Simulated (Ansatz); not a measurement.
Cd2S:

```
Cd S
1.0
     3.96267    0.00000    0.00000
    -1.98134    3.43177    0.00000
     0.00000    0.00000    5.80919
Cd S
2 1
Direct
  0.33333 0.66667 0.93272
  0.66667 0.33333 0.57873
  0.33333 0.66667 0.36571
```

The cell comes from a database or a generator and needn't be the stable form of this composition.

- Program: Ansatz 0.2.0
- Task: single point
- Functional: PBE
- Potentials or basis: all-electron LAPW, scalar-relativistic
- Cutoff: 249 eV (chosen from the basis error)
- Basis error allowed: 0.001 eV/atom
- k mesh: 8 × 8 × 5
- Occupations: fermi-dirac, width 0.05 eV
- Spin: no spin polarisation

On this cell: pressure -0.1 GPa; largest force 0.072 eV/Å; band gap on the k mesh 0.24 eV, indirect (least direct gap 0.57 eV).

The same run follows on a disturbed copy (atoms moved at random, drawn with an rms of 0.05 Å):

```
CELL_PARAMETERS angstrom
3.96267 0.00000 0.00000
-1.98134 3.43177 0.00000
0.00000 0.00000 5.80919
ATOMIC_POSITIONS crystal
Cd 0.32600 0.65881 0.93410
Cd 0.68459 0.35091 0.57211
S 0.31890 0.65703 0.35867
```

Task: What changes?

Result: The energy moves by +11.0 meV/atom; pressure 0.3 GPa; largest force 0.502 eV/Å; band gap on the k mesh 0.14 eV, indirect (least direct gap 0.47 eV).

Forces in eV/Å, atoms in the order of the input:
```
Cd   0.015  0.005 -0.275
Cd  -0.349 -0.322  0.076
S    0.334  0.317  0.199
```

Stress tensor (GPa, compression positive):
```
 0.67  0.71 -0.61
 0.71 -0.80 -0.57
-0.61 -0.57  1.10
```

Caveats: an odd mesh through Γ misses points on the zone boundary, where band edges often lie.
